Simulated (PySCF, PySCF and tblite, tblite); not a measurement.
# C8H14BN: conformers and averaged spectra, part 3 of 3

PySCF and tblite. Atoms count from 0. The steps go on from the part before.

### 10 Single-point energy, conformer 1: TPSS/6-31+G*

The job: settings as JSON, then the geometry in Å.

```
{"job": {"xc": "TPSS", "basis": "6-31+G*", "kind": "sp"}, "charge": 0, "multiplicity": 1}
B     -1.401243     2.343531     0.508503
N     -0.376898     1.546322    -0.556088
C     -0.504044     0.125112    -0.526878
C     -1.455933    -0.473764    -1.339853
C     -1.638954    -1.843732    -1.316131
C     -0.862692    -2.623110    -0.476303
C      0.083370    -2.024343     0.335323
C      0.277752    -0.648694     0.330451
C      1.336658    -0.036018     1.206340
C      2.657931     0.128349     0.448810
H     -2.504840     2.068149     0.163789
H     -1.140209     1.941023     1.596836
H     -1.129797     3.494617     0.355225
H     -0.634656     1.921643    -1.462523
H      0.555837     1.850814    -0.301338
H     -2.061516     0.144932    -1.986362
H     -2.383227    -2.299038    -1.951466
H     -0.996154    -3.693901    -0.450718
H      0.685539    -2.633582     0.993828
H      0.997473     0.926276     1.593144
H      1.507290    -0.689428     2.063594
H      3.409015     0.578881     1.093376
H      2.543600     0.757371    -0.432954
H      3.023961    -0.841646     0.118953
```

Log:

```text
coarse grid: 86352 points
cycle   1  E = -392.8263187254  dE =  1.053e+00  |g| = 6.465e-01  |ddm| = 1.845e+01
cycle   2  E = -392.7457769418  dE =  8.054e-02  |g| = 8.412e-01  |ddm| = 1.587e+02
cycle   3  E = -392.9475242279  dE = -2.017e-01  |g| = 2.010e-01  |ddm| = 9.654e+01
cycle   4  E = -392.9577789725  dE = -1.025e-02  |g| = 7.674e-02  |ddm| = 5.515e+00
cycle   5  E = -392.9594294200  dE = -1.650e-03  |g| = 2.302e-02  |ddm| = 6.352e+00
cycle   6  E = -392.9595674400  dE = -1.380e-04  |g| = 7.982e-03  |ddm| = 1.242e+00
cycle   7  E = -392.9595828036  dE = -1.536e-05  |g| = 2.288e-03  |ddm| = 8.299e-01
cycle   8  E = -392.9595841285  dE = -1.325e-06  |g| = 7.447e-04  |ddm| = 6.254e-02
final grid: 187072 points
cycle   9  E = -392.9599336262  dE =  7.132e-07  |g| = 1.880e-03  |ddm| = 1.005e-01
cycle  10  E = -392.9599276559  dE =  5.970e-06  |g| = 4.786e-03  |ddm| = 9.066e-02
cycle  11  E = -392.9599347067  dE = -7.051e-06  |g| = 1.624e-04  |ddm| = 6.012e-02
cycle  12  E = -392.9599347135  dE = -6.818e-09  |g| = 3.735e-05  |ddm| = 7.761e-03
cycle  13  E = -392.9599347138  dE = -3.137e-10  |g| = 1.679e-05  |ddm| = 1.979e-03
converged SCF energy = -392.9599347138
```

Run time: 91 s. Hardware: 1 thread of Arm Neoverse N1, shared host; peak memory 0.62 GiB.

In short: HOMO -6.16 eV, LUMO -1.25 eV; dipole 4.91 D.

### 11 Shieldings, conformer 2: wB97X-D/pcSseg-1

The job: settings as JSON, then the geometry in Å.

```
{"job": {"xc": "wB97X-D", "basis": "pcSseg-1", "grid": 3, "kind": "nmr", "pop": false}, "charge": 0, "multiplicity": 1}
B     -1.791847    -1.739129     0.953896
N     -1.122311    -1.198499    -0.487713
C     -0.654774     0.151688    -0.478702
C     -1.597996     1.170655    -0.447352
C     -1.205646     2.493603    -0.390956
C      0.143060     2.806370    -0.376001
C      1.081034     1.793131    -0.425668
C      0.707324     0.454330    -0.482230
C      1.776678    -0.604243    -0.524939
C      2.064414    -1.163950     0.870068
H     -1.962980    -2.904240     0.766067
H     -0.995077    -1.513296     1.806685
H     -2.805774    -1.135787     1.098018
H     -0.371050    -1.850309    -0.687084
H     -1.879085    -1.326477    -1.151457
H     -2.645557     0.910802    -0.447110
H     -1.948532     3.275750    -0.358458
H      0.462956     3.836217    -0.330205
H      2.133143     2.039431    -0.424869
H      1.496765    -1.420953    -1.198675
H      2.691250    -0.161709    -0.926304
H      2.424042    -0.370730     1.521268
H      2.824490    -1.940320     0.817106
H      1.163738    -1.582570     1.312174
```

Log:

```text
coarse grid: 19520 points
cycle   1  E = -392.5781871348  dE =  1.957e+00  |g| = 4.193e-01  |ddm| = 4.500e+00
cycle   2  E = -392.6148508015  dE = -3.666e-02  |g| = 3.023e-01  |ddm| = 9.534e-01
cycle   3  E = -392.6357090667  dE = -2.086e-02  |g| = 7.954e-02  |ddm| = 3.507e-01
cycle   4  E = -392.6371519057  dE = -1.443e-03  |g| = 2.887e-02  |ddm| = 1.044e-01
cycle   5  E = -392.6373699801  dE = -2.181e-04  |g| = 5.009e-03  |ddm| = 3.973e-02
cycle   6  E = -392.6373769661  dE = -6.986e-06  |g| = 1.848e-03  |ddm| = 7.603e-03
final grid: 278208 points
cycle   7  E = -392.6950811013  dE = -2.640e-04  |g| = 5.408e-03  |ddm| = 7.542e-02
cycle   8  E = -392.6950851146  dE = -4.013e-06  |g| = 4.201e-03  |ddm| = 1.170e-02
cycle   9  E = -392.6950890600  dE = -3.945e-06  |g| = 1.007e-03  |ddm| = 4.695e-03
cycle  10  E = -392.6950893213  dE = -2.613e-07  |g| = 3.745e-04  |ddm| = 1.613e-03
cycle  11  E = -392.6950893622  dE = -4.087e-08  |g| = 6.774e-05  |ddm| = 5.235e-04
cycle  12  E = -392.6950893641  dE = -1.969e-09  |g| = 3.206e-05  |ddm| = 1.430e-04
cycle  13  E = -392.6950893646  dE = -4.544e-10  |g| = 8.439e-06  |ddm| = 6.916e-05
converged SCF energy = -392.6950893646

GIAO shielding tensors (ppm)
atom      isotropic    diamagn.    paramagn.     s11        s22        s33       span
  0 B      118.631     188.481     -69.850     99.843    102.817    153.235     53.391
  1 N      201.232     324.518    -123.286    174.715    199.905    229.075     54.360
  2 C       41.255     255.340    -214.085    -56.686     37.315    143.135    199.821
  3 C       57.591     252.459    -194.868    -41.249     40.988    173.034    214.283
  4 C       52.844     255.566    -202.722    -56.602     37.437    177.697    234.299
  5 C       53.174     255.600    -202.427    -57.509     38.897    178.133    235.641
  6 C       50.123     252.017    -201.894    -54.669     44.447    160.590    215.259
  7 C       46.396     261.810    -215.414    -35.997      4.224    170.960    206.957
  8 C      156.689     247.567     -90.878    144.904    155.005    170.159     25.255
  9 C      168.074     247.463     -79.388    156.993    162.381    184.849     27.856
 10 H       29.473      30.155      -0.681     26.277     27.356     34.786      8.509
 11 H       29.618      31.018      -1.401     25.618     28.667     34.567      8.950
 12 H       29.393      31.234      -1.841     25.758     28.099     34.323      8.564
 13 H       26.936      36.095      -9.159     19.391     26.665     34.752     15.361
 14 H       27.268      32.405      -5.137     21.844     23.341     36.618     14.773
 15 H       24.257      32.603      -8.346     20.151     23.479     29.140      8.989
 16 H       24.217      29.695      -5.478     20.729     25.079     26.844      6.115
 17 H       24.305      29.843      -5.538     20.900     25.124     26.892      5.991
 18 H       24.301      33.009      -8.708     20.325     23.500     29.078      8.754
 19 H       29.403      32.710      -3.307     25.411     29.362     33.437      8.026
 20 H       29.176      31.439      -2.263     24.304     28.034     35.191     10.887
 21 H       30.693      30.550       0.143     26.204     29.529     36.345     10.141
 22 H       30.563      28.560       2.002     26.574     26.704     38.411     11.837
 23 H       29.743      31.058      -1.315     23.447     30.423     35.359     11.912
```

It took 2.1 min on 1 thread of Arm Neoverse N1, shared host; peak memory 1.3 GiB.

Key values: HOMO -9.10 eV, LUMO 1.11 eV; dipole 4.97 D.

### 12 Single-point energy, conformer 2: TPSS/6-31+G*

The job, as its differences from that of step 11:

```diff
@@ -1,2 +1,2 @@
-{"job": {"xc": "wB97X-D", "basis": "pcSseg-1", "grid": 3, "kind": "nmr", "pop": false}, "charge": 0, "multiplicity": 1}
+{"job": {"xc": "TPSS", "basis": "6-31+G*", "kind": "sp"}, "charge": 0, "multiplicity": 1}
 B     -1.791847    -1.739129     0.953896
```

Log:

```text
coarse grid: 86352 points
cycle   1  E = -392.8255013374  dE =  1.052e+00  |g| = 6.484e-01  |ddm| = 1.859e+01
cycle   2  E = -392.7413093819  dE =  8.419e-02  |g| = 8.517e-01  |ddm| = 1.332e+02
cycle   3  E = -392.9471061076  dE = -2.058e-01  |g| = 1.994e-01  |ddm| = 7.814e+01
cycle   4  E = -392.9570390975  dE = -9.933e-03  |g| = 8.058e-02  |ddm| = 5.702e+00
cycle   5  E = -392.9588760935  dE = -1.837e-03  |g| = 2.209e-02  |ddm| = 4.379e+00
cycle   6  E = -392.9590012625  dE = -1.252e-04  |g| = 8.362e-03  |ddm| = 1.008e+00
cycle   7  E = -392.9590186789  dE = -1.742e-05  |g| = 2.067e-03  |ddm| = 4.932e-01
cycle   8  E = -392.9590197518  dE = -1.073e-06  |g| = 6.012e-04  |ddm| = 3.987e-02
final grid: 187072 points
cycle   9  E = -392.9592956549  dE =  1.778e-07  |g| = 1.431e-03  |ddm| = 3.661e-01
cycle  10  E = -392.9592921607  dE =  3.494e-06  |g| = 3.659e-03  |ddm| = 4.998e-02
cycle  11  E = -392.9592962833  dE = -4.123e-06  |g| = 8.866e-05  |ddm| = 3.246e-02
cycle  12  E = -392.9592962850  dE = -1.719e-09  |g| = 3.321e-05  |ddm| = 1.792e-03
cycle  13  E = -392.9592962853  dE = -2.627e-10  |g| = 1.206e-05  |ddm| = 5.442e-04
converged SCF energy = -392.9592962853
```

Wall time 90 s (1 thread of Arm Neoverse N1, shared host); peak memory 0.62 GiB.

In short: HOMO -6.21 eV, LUMO -1.29 eV; dipole 4.80 D.

### 13 The ensemble: properties at wB97X-D/pcSseg-1

The job: settings as JSON, then the geometry in Å.

```
{"job": {"study": "conf", "smiles": "[BH3-][NH2+]c1ccccc1CC", "search": {"seed": 2546, "n_embed": 90, "ff_keep": 18, "window": 2.0, "nmax": 6, "temps": [100, 220, 250, 298.15, 800], "t_ref": 298.15, "order": 0.0005, "w0": 100.0}, "level": {"nmr": {"xc": "wB97X-D", "basis": "pcSseg-1", "grid": 3}, "sp": {"xc": "TPSS", "basis": "6-31+G*"}, "change": "wB97X-D/pcSseg-1; energies TPSS/6-31+G*; grid level 3", "top": 4}, "kind": "conf"}, "charge": 0, "multiplicity": 1}
B     -1.401243     2.343531     0.508503
N     -0.376898     1.546322    -0.556088
C     -0.504044     0.125112    -0.526878
C     -1.455933    -0.473764    -1.339853
C     -1.638954    -1.843732    -1.316131
C     -0.862692    -2.623110    -0.476303
C      0.083370    -2.024343     0.335323
C      0.277752    -0.648694     0.330451
C      1.336658    -0.036018     1.206340
C      2.657931     0.128349     0.448810
H     -2.504840     2.068149     0.163789
H     -1.140209     1.941023     1.596836
H     -1.129797     3.494617     0.355225
H     -0.634656     1.921643    -1.462523
H      0.555837     1.850814    -0.301338
H     -2.061516     0.144932    -1.986362
H     -2.383227    -2.299038    -1.951466
H     -0.996154    -3.693901    -0.450718
H      0.685539    -2.633582     0.993828
H      0.997473     0.926276     1.593144
H      1.507290    -0.689428     2.063594
H      3.409015     0.578881     1.093376
H      2.543600     0.757371    -0.432954
H      3.023961    -0.841646     0.118953
```

Log:

```text
conformer  sym    E(xTB)   E(DFT)   G(298.15 K)  weight  dipole/D
    1     C1      0.000    0.000    0.000   0.6631    4.914
    2     C1      0.470    0.304    0.401   0.3369    4.801

mean shielding (ppm) by class
class atoms           100 K      220 K      250 K   298.15 K      800 K
  0 B  0            118.909    118.864    118.858    118.852     118.83
  1 N  1            196.626    197.379    197.468    197.577    197.945
  2 C  2             41.136     41.156     41.158     41.161      41.17
  3 C  3             58.666      58.49     58.469     58.444     58.358
  4 C  4             53.021     52.992     52.989     52.985      52.97
  5 C  5             53.142     53.147     53.148     53.149     53.151
  6 C  6             49.862     49.904      49.91     49.916     49.937
  7 C  7             45.386     45.551     45.571     45.594     45.675
  8 C  8            158.696    158.368    158.329    158.282    158.121
  9 C  9            167.683    167.747    167.754    167.764    167.795
 10 H  10,11,12       29.56     29.549     29.548     29.546     29.541
 11 H  13,14         27.149     27.141      27.14     27.139     27.135
 12 H  15             24.53     24.486      24.48     24.474     24.452
 13 H  16            24.263     24.255     24.254     24.253      24.25
 14 H  17            24.313     24.312     24.312     24.312     24.311
 15 H  18            24.299     24.299     24.299     24.299     24.299
 16 H  19,20         29.019     29.063     29.069     29.075     29.097
 17 H  21,22,23      30.653     30.601     30.595     30.587     30.561
```

Run time: 7.1 min. Hardware: 1 thread of Arm Neoverse N1, shared host. This counts the runs that the step sums up.

Against the first level, at 298 K (shieldings, ppm; largest changes first):

| atoms | mPW1PW91/pcSseg-1 in dichloromethane | wB97X-D/pcSseg-1 | change |
| --- | --- | --- | --- |
| N1 | 199.5 | 197.6 | -1.9 |
| B0 | 120.1 | 118.9 | -1.2 |
| C7 | 44.6 | 45.6 | +1.0 |
| C8 | 157.3 | 158.3 | +0.9 |
| H13, H14 | 26.50 | 27.14 | +0.64 |
| C6 | 49.5 | 49.9 | +0.4 |
| C9 | 167.4 | 167.8 | +0.3 |
| H10, H11, H12 | 29.87 | 29.55 | -0.32 |
| H18 | 24.02 | 24.30 | +0.27 |
| H15 | 24.24 | 24.47 | +0.23 |

Weights: from B3LYP/def2-SVP in dichloromethane energies 1: 74 %, 2: 26 %; from TPSS/6-31+G* energies 1: 66 %, 2: 34 % (with a dispersion term where the level has one and the same thermal terms, so they don't follow from the SCF energies alone). Times: 4.5 min and 7.1 min.

### 14 Outcome

This closing draws on all 3 parts.

| quantity | value |
| --- | --- |
| conformers | 2; the first in weight is no. 1 (C1), 74 % at 298 K |
| root-mean-square dipole | 5.93 D |
| averaged ¹³C shifts (mPW1PW91/pcSseg-1 in dichloromethane) | 145.8, 142.3, 137.4, 133.8, 133.7, 128.5, 29.5, 19.4 ppm |
| averaged ¹H shifts (mPW1PW91/pcSseg-1 in dichloromethane) | 7.72, 7.71, 7.65, 7.50, 5.24, 2.88, 1.87, 1.25 ppm |

**Reading.** At 298 K conformer 1 holds 74 % of the ensemble (94 % at 100 K, 63 % at 800 K). Among conformers over 5 %, H21, H22, H23 differ by 0.19 ppm, while the average moves by 0.06 ppm from 100 to 800 K. Protons on O, N, S or Se exchange and bind to solvent, so their values hold for the lone molecule only. Going from mPW1PW91/pcSseg-1 in dichloromethane to wB97X-D/pcSseg-1 moves N1 most, by 1.9 ppm of raw shielding; the energies behind both averages, dispersion terms included where typed, rank the same conformer first.
